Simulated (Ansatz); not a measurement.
# H₈OSi₂Sn: up Jacob's ladder to CCSD(T)

One table from this session's results is given with a row withheld; the runs are named, their logs left out.

Program: Ansatz 0.2.0, Gaussian basis. Level of theory: functionals in def2-TZVPP, the program's frozen cores in correlated methods. These are calculated values, not measurements.

Plan: PBE-D4, r2SCAN-D4, PBE0-D4, B3LYP-D4, ωB97X-V, ωB97M-V, B2PLYP; CCSD(T)/def2-TZVPP; MP2/def2-QZVPP; extrapolation to the limit.

## Structure used throughout

An earlier PBE0-D4 in a triple-zeta def2 set relaxation fixed the geometry. Sn takes the def2 core potential; no spin-orbit term is included.

SMILES `O[SiH2][SiH2][SnH3]`, 12 atoms, charge 0, spin multiplicity 1.

Atoms are counted from 1 here; the program's logs count them from 0.

Bond lengths: O1–Si2 1.652 Å, O1–H5 0.960 Å, Si2–Si3 2.344 Å, Si2–H6 1.483 Å, Si2–H7 1.492 Å, Si3–Sn4 2.566 Å, Si3–H8 1.489 Å, Si3–H9 1.489 Å, Sn4–H10 1.707 Å, Sn4–H11 1.719 Å, Sn4–H12 1.706 Å. Angles: Si2–O1–H5 117.2°, O1–Si2–Si3 109.8°, O1–Si2–H6 105.7°, O1–Si2–H7 111.8°, Si3–Si2–H6 113.1°, Si3–Si2–H7 107.8°, H6–Si2–H7 108.8°, Si2–Si3–Sn4 105.6°, Si2–Si3–H8 111.8°, Si2–Si3–H9 112.4°, Sn4–Si3–H8 108.5°, Sn4–Si3–H9 109.7°, H8–Si3–H9 108.8°, Si3–Sn4–H10 111.9°, Si3–Sn4–H11 107.9°, Si3–Sn4–H12 113.7°, H10–Sn4–H11 106.8°, H10–Sn4–H12 108.9° and more.

Set-up of the first run:

Input file in.yaml:

```yaml
crystal:
  periodic: [false, false, false]
  atoms:
    - {symbol: O, position_ang: [-1.943541, 1.300058, -0.321103]}
    - {symbol: Si, position_ang: [-0.689654, 1.597567, 0.712313]}
    - {symbol: Si, position_ang: [0.465640, -0.394436, 1.152048]}
    - {symbol: Sn, position_ang: [0.851547, -1.487591, -1.137420]}
    - {symbol: H, position_ang: [-1.748882, 0.796687, -1.114515]}
    - {symbol: H, position_ang: [-1.300700, 2.195904, 1.924436]}
    - {symbol: H, position_ang: [0.283964, 2.570407, 0.135700]}
    - {symbol: H, position_ang: [-0.338717, -1.325764, 1.990221]}
    - {symbol: H, position_ang: [1.774153, -0.156193, 1.821266]}
    - {symbol: H, position_ang: [2.305748, -0.960412, -1.858675]}
    - {symbol: H, position_ang: [-0.425968, -0.998959, -2.178498]}
    - {symbol: H, position_ang: [0.843411, -3.192468, -1.091674]}
basis:
  gaussian: {orbitals: def2-TZVPP}
hamiltonian: {xc: pbe, dispersion: d4}
output: {forces: true, orbitals: {seedname: orbitals}}
```

Started as:

```console
$ ansatz run in.yaml --threads 4 --pin off --events-out ev --progress --plain --max-ram 10444MiB
```

Among the steps run: PBE-D4 (GGA); r2SCAN-D4 (meta-GGA); PBE0-D4 (hybrid); B3LYP-D4 (hybrid); ωB97X-V (range-separated); ωB97M-V (range-separated); B2PLYP (double hybrid); CCSD(T) in def2-TZVPP; MP2 in def2-QZVPP.

One of the session's tables, all rows but one given; the rest of the session is left out.

```
            method  atomisation energy (kcal/mol)
            PBE-D4                          818.8
         r2SCAN-D4                          825.6
           PBE0-D4                          813.6
          B3LYP-D4                          823.5
           ωB97X-V                          835.4
           ωB97M-V                          826.1
            B2PLYP                          811.2
     HF/def2-TZVPP                              ?
    MP2/def2-TZVPP                          801.1
   CCSD/def2-TZVPP                          800.6
CCSD(T)/def2-TZVPP                          809.8
           MP2/CBS                          824.5
       CCSD(T)/CBS                          833.3
```

Estimate the missing values for HF/def2-TZVPP.

**Answer.** atomisation energy (kcal/mol): 603.9. In the column «atomisation energy (kcal/mol)» it is the lowest.

Caveats from the session: Free atoms (1 O, 2 Si, 1 Sn, 8 H) were run apart at each level; the atomisation energy is their sum less the molecule, without zero-point or spin-orbit terms.
